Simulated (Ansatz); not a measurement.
**C2H9AlSSi: basis-set convergence**

How large a basis does C2H9AlSSi need? Two functionals are run in growing sets.

Method: one geometry, several basis sets; program: Ansatz 0.2.0, Gaussian basis.

Levels to be run: PBE0-D4/def2-SVP; ωB97M-V/def2-SVP; PBE0-D4/def2-QZVPP; ωB97M-V/def2-QZVPP; the functionals' def2-TZVPP values are taken from earlier runs.

## (1) The geometry

An earlier PBE0-D4 in a triple-zeta def2 set relaxation fixed the geometry.

14 atoms, charge 0, spin multiplicity 1.

Atoms are counted from 1 here; the program's logs count them from 0.

Bond lengths: C1–S2 1.815 Å, C1–H6 1.089 Å, C1–H7 1.089 Å, C1–H8 1.090 Å, S2–Si3 2.275 Å, S2–Al5 2.459 Å, Si3–C4 1.875 Å, Si3–Al5 2.400 Å, Si3–H9 1.493 Å, C4–H10 1.094 Å, C4–H11 1.092 Å, C4–H12 1.092 Å, Al5–H13 1.587 Å, Al5–H14 1.588 Å. Angles: S2–C1–H6 107.7°, S2–C1–H7 109.0°, S2–C1–H8 110.9°, H6–C1–H7 110.1°, H6–C1–H8 109.1°, H7–C1–H8 110.0°, C1–S2–Si3 99.6°, C1–S2–Al5 99.7°, Si3–S2–Al5 60.8°, S2–Si3–C4 106.6°, S2–Si3–Al5 63.4°, S2–Si3–H9 101.7°, C4–Si3–Al5 125.2°, C4–Si3–H9 109.4°, Al5–Si3–H9 125.4°, Si3–C4–H10 109.3°, Si3–C4–H11 111.7°, Si3–C4–H12 110.6° and more.

## (2) PBE0-D4 in def2-SVP

in.yaml

```yaml
crystal:
  periodic: [false, false, false]
  atoms:
    - {symbol: C, position_ang: [-1.997721, 0.885573, 0.705078]}
    - {symbol: S, position_ang: [-0.381382, 1.252919, -0.034644]}
    - {symbol: Si, position_ang: [0.597529, -0.791810, 0.154030]}
    - {symbol: C, position_ang: [2.400288, -0.484883, 0.568413]}
    - {symbol: Al, position_ang: [-0.443286, -0.288907, -1.949404]}
    - {symbol: H, position_ang: [-2.699923, 1.643332, 0.360021]}
    - {symbol: H, position_ang: [-1.907828, 0.924292, 1.789676]}
    - {symbol: H, position_ang: [-2.352478, -0.097333, 0.395627]}
    - {symbol: H, position_ang: [-0.098582, -1.351373, 1.350940]}
    - {symbol: H, position_ang: [2.925695, -1.442383, 0.627115]}
    - {symbol: H, position_ang: [2.513469, 0.030406, 1.524083]}
    - {symbol: H, position_ang: [2.879218, 0.107727, -0.213428]}
    - {symbol: H, position_ang: [0.520717, 0.258353, -3.084914]}
    - {symbol: H, position_ang: [-1.968515, -0.675214, -2.163889]}
basis:
  gaussian: {orbitals: def2-SVP}
hamiltonian: {xc: pbe0, dispersion: d4}
output: {orbitals: {seedname: orbitals}}
```

The run is started by

```sh
> ansatz run in.yaml --threads 4 --pin off --events-out ev --progress --plain --max-ram 10444MiB
```

The program printed:

```text
Functional definition: PBE0
  name "PBE0"
  cite "Adamo & Barone, J. Chem. Phys. 110, 6158 (1999) doi:10.1063/1.478522"
  cite "Perdew, Burke & Ernzerhof, Phys. Rev. Lett. 77, 3865 (1996) doi:10.1103/PhysRevLett.77.3865"
  parent pbe
  parameter a = 0.25
  parameter kappa = 0.804
  parameter beta = 0.06672455060314922
  exchange = (1 - a)*pbe_x(kappa = kappa, mu = beta*pi^2/3) + a*exact_x
  correlation = pbe_c(beta = beta)
1468 factors; their error is unknown
mean field evaluation 1: about -27502.7036 eV, gradient 4.9e1 eV
mean field evaluation 2: about -27500.7951 eV, gradient 5.4e1 eV
mean field evaluation 4: about -27508.7307 eV, gradient 1.4e0 eV
mean field evaluation 8: about -27508.9368 eV, gradient 2.1e-1 eV
mean field evaluation 16: about -27508.9369 eV, gradient 6.5e-5 eV
mean field -27508.93685672 eV, -1010.9347832573 hartree, gradient 6.5e-5 eV, S^2 0.000000; 0 other end points of the search recorded, 0 dependent functions left out
reference -27508.93689169 eV, -1010.9347845426 hartree; 32, 32 occupied and 95, 95 virtual orbitals, 1468 factors
Total energy: -27509.25758335 eV, -1010.9465697435 hartree
```

It took 1.4 s on 4 threads of Arm Neoverse V2, shared host.

## (3) ωB97M-V in def2-SVP

in.yaml: that of step 2 with these lines changed.

```diff
@@ -19,3 +19,3 @@
   gaussian: {orbitals: def2-SVP}
-hamiltonian: {xc: pbe0, dispersion: d4}
+hamiltonian: {xc: {name: wB97M-V}}
 output: {orbitals: {seedname: orbitals}}
```

Same command.

The program printed (excerpt; [...] marks lines left out):

```text
Functional definition: wB97M-V
  name "wB97M-V"
  cite "Mardirossian & Head-Gordon, J. Chem. Phys. 144, 214110 (2016) doi:10.1063/1.4952647"
  cite "Becke, J. Chem. Phys. 107, 8554 (1997) doi:10.1063/1.475007"
  cite "Vydrov & Van Voorhis, J. Chem. Phys. 133, 244103 (2010) doi:10.1063/1.3521275"
  # Of w^i u^j: cxij and so on, Table III.
[...]
  gx(w, u) = 1 - cx + cx01*u + cx10*w
  gss(w, u) = css00 + css04*u^4 + css10*w + css20*w^2 + css43*w^4*u^3
  gos(w, u) = cos00 + cos10*w + (cos20 + cos21*u)*w^2 + (cos60 + cos61*u)*w^6
[...]
      + integral(e_c_pw_mod_opposite_spin*gos(b97_w_opposite, b97_u_opposite)) + vv10(b, c)
1446 factors; their error is unknown
425 factors; integrals over basis functions are off by at most 9.7e-6 eV
[...]
mean field -27518.45681914 eV, -1011.2846354235 hartree, gradient 2.9e-5 eV, S^2 0.000000; 0 other end points of the search recorded, 0 dependent functions left out
reference -27518.45687374 eV, -1011.2846374301 hartree; 32, 32 occupied and 95, 95 virtual orbitals, 1446 factors
Total energy: -27518.45687374 eV, -1011.2846374301 hartree
```

Run time: 6.5 s. Hardware: 4 threads of Arm Neoverse V2, shared host.

## (4) PBE0-D4 in def2-QZVPP

in.yaml: that of step 3 with these lines changed.

```diff
@@ -18,4 +18,4 @@
 basis:
-  gaussian: {orbitals: def2-SVP}
-hamiltonian: {xc: {name: wB97M-V}}
+  gaussian: {orbitals: "def2-QZVPP.json"}
+hamiltonian: {xc: pbe0, dispersion: d4}
 output: {orbitals: {seedname: orbitals}}
```

Same command.

The program printed:

```text
Functional definition: PBE0
  name "PBE0"
  cite "Adamo & Barone, J. Chem. Phys. 110, 6158 (1999) doi:10.1063/1.478522"
  cite "Perdew, Burke & Ernzerhof, Phys. Rev. Lett. 77, 3865 (1996) doi:10.1103/PhysRevLett.77.3865"
  parent pbe
  parameter a = 0.25
  parameter kappa = 0.804
  parameter beta = 0.06672455060314922
  exchange = (1 - a)*pbe_x(kappa = kappa, mu = beta*pi^2/3) + a*exact_x
  correlation = pbe_c(beta = beta)
2074 factors; their error is unknown
mean field evaluation 1: about -27511.8574 eV, gradient 6.4e1 eV
mean field evaluation 2: about -27508.3685 eV, gradient 6.9e1 eV
mean field evaluation 4: about -27521.0927 eV, gradient 2.9e0 eV
mean field evaluation 8: about -27521.1106 eV, gradient 6.4e-2 eV
mean field evaluation 16: about -27521.1307 eV, gradient 6.2e-5 eV
mean field -27521.13074228 eV, -1011.3829002865 hartree, gradient 6.2e-5 eV, S^2 0.000000; 0 other end points of the search recorded, 0 dependent functions left out
reference -27521.13079415 eV, -1011.3829021926 hartree; 32, 32 occupied and 562, 562 virtual orbitals, 2074 factors
Total energy: -27521.45148581 eV, -1011.3946873935 hartree
```

Wall time 15 s (4 threads of Arm Neoverse V2, shared host); peak memory 2.7 GiB.

## (5) ωB97M-V in def2-QZVPP

in.yaml: that of step 4 with these lines changed.

```diff
@@ -19,3 +19,3 @@
   gaussian: {orbitals: "def2-QZVPP.json"}
-hamiltonian: {xc: pbe0, dispersion: d4}
+hamiltonian: {xc: {name: wB97M-V}}
 output: {orbitals: {seedname: orbitals}}
```

Same command.

The program printed (excerpt; [...] marks lines left out):

```text
Functional definition: wB97M-V
  name "wB97M-V"
  cite "Mardirossian & Head-Gordon, J. Chem. Phys. 144, 214110 (2016) doi:10.1063/1.4952647"
  cite "Becke, J. Chem. Phys. 107, 8554 (1997) doi:10.1063/1.475007"
  cite "Vydrov & Van Voorhis, J. Chem. Phys. 133, 244103 (2010) doi:10.1063/1.3521275"
  # Of w^i u^j: cxij and so on, Table III.
[...]
  gx(w, u) = 1 - cx + cx01*u + cx10*w
  gss(w, u) = css00 + css04*u^4 + css10*w + css20*w^2 + css43*w^4*u^3
  gos(w, u) = cos00 + cos10*w + (cos20 + cos21*u)*w^2 + (cos60 + cos61*u)*w^6
[...]
      + integral(e_c_pw_mod_opposite_spin*gos(b97_w_opposite, b97_u_opposite)) + vv10(b, c)
1983 factors; their error is unknown
517 factors; integrals over basis functions are off by at most 9.3e-6 eV
[...]
mean field -27530.77064069 eV, -1011.7371600186 hartree, gradient 8.1e-5 eV, S^2 0.000000; 0 other end points of the search recorded, 0 dependent functions left out
reference -27530.77072389 eV, -1011.7371630764 hartree; 32, 32 occupied and 562, 562 virtual orbitals, 1983 factors
Total energy: -27530.77072389 eV, -1011.7371630764 hartree
```

Run time: 32 s. Hardware: 4 threads of Arm Neoverse V2, shared host; peak memory 3.2 GiB.

## (6) Density functionals: the series

The def2-TZVPP values come from earlier runs at the same geometry.

| functional | basis | functions | energy (eV) | from the largest (eV) | HOMO (eV) | LUMO (eV) |
| --- | --- | --- | --- | --- | --- | --- |
| PBE0-D4 | def2-SVP | 127 | -27509.2576 | 12.194 | -6.48 | -0.15 |
| PBE0-D4 | def2-TZVPP | 314 | -27520.5354 | 0.916 | -6.44 | -0.44 |
| PBE0-D4 | def2-QZVPP | 594 | -27521.4515 | 0.000 | -6.45 | -0.56 |
| ωB97M-V | def2-SVP | 127 | -27518.4569 | 12.314 | -8.41 | 1.69 |
| ωB97M-V | def2-TZVPP | 314 | -27529.8884 | 0.882 | -8.41 | 1.26 |
| ωB97M-V | def2-QZVPP | 594 | -27530.7707 | 0.000 | -8.41 | 0.85 |

## (7) Outcome

```
                                       quantity           value
PBE0-D4: double and triple zeta above quadruple  12.19, 0.92 eV
ωB97M-V: double and triple zeta above quadruple  12.31, 0.88 eV
```

PBE0-D4 gains 11.28 eV from double to triple zeta, then 0.92 eV more. These are total energies; as a rule much of such shifts cancels in differences, which this series doesn't test. The LUMO of ωB97M-V is positive and keeps falling with the basis (1.69 to 0.85 eV): an unbound level that the basis holds in place.

For PBE0-D4 the largest set took about 10 times as long as the smallest (15 s against 1.4 s).
